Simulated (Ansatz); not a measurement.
# TiO2: how energies converge with the basis set

One table from this session's results is given with a row withheld; the runs are named, their logs left out.

Computed with Ansatz 0.2.0, Gaussian basis. Level: one geometry, several basis sets.

The runs, in order: PBE0-D4/def2-SVP; ωB97M-V/def2-SVP; PBE0-D4/def2-QZVPP; ωB97M-V/def2-QZVPP; the functionals' def2-TZVPP values are taken from earlier runs.

## Structure used throughout

An earlier PBE0-D4 in a triple-zeta def2 set relaxation fixed the geometry.

SMILES `[O]=[Ti]=[O]`, 3 atoms, charge 0, spin multiplicity 1.

Atoms are counted from 1 here; the program's logs count them from 0.

Bond lengths: O1–Ti2 1.628 Å, Ti2–O3 1.628 Å. Angles: O1–Ti2–O3 111.8°.

Coordinates:

```
O     0.9210    0.9288    0.4446
Ti    0.1350   -0.4920    0.3316
O    -1.0561   -0.4368   -0.7762
```

Set-up of the first run:

File in.yaml:

```yaml
crystal:
  periodic: [false, false, false]
  atoms:
    - {symbol: O, position_ang: [0.921040, 0.928763, 0.444583]}
    - {symbol: Ti, position_ang: [0.135007, -0.491960, 0.331645]}
    - {symbol: O, position_ang: [-1.056057, -0.436813, -0.776228]}
basis:
  gaussian: {orbitals: def2-SVP}
hamiltonian: {xc: pbe0, dispersion: d4}
output: {orbitals: {seedname: orbitals}}
```

Steps of the session up to this table: PBE0-D4 in def2-SVP; ωB97M-V in def2-SVP; PBE0-D4 in def2-QZVPP; ωB97M-V in def2-QZVPP.

One table of the session follows, with a row left open; its other results are not shown here.

It belongs to the step «Density functionals: the series». 

```
functional       basis  HOMO (eV)  LUMO (eV)
   PBE0-D4    def2-SVP      -6.84      -2.47
   PBE0-D4  def2-TZVPP      -7.28      -2.83
   PBE0-D4  def2-QZVPP          ?          ?
   ωB97M-V    def2-SVP      -9.18      -1.20
   ωB97M-V  def2-TZVPP      -9.66      -1.68
   ωB97M-V  def2-QZVPP      -9.68      -1.73
```

Estimate the missing values for PBE0-D4, def2-QZVPP.

As computed: HOMO (eV): -7.30; LUMO (eV): -2.84. In the column «HOMO (eV)» it lies between ωB97M-V, def2-SVP (-9.18) and PBE0-D4, def2-TZVPP (-7.28).
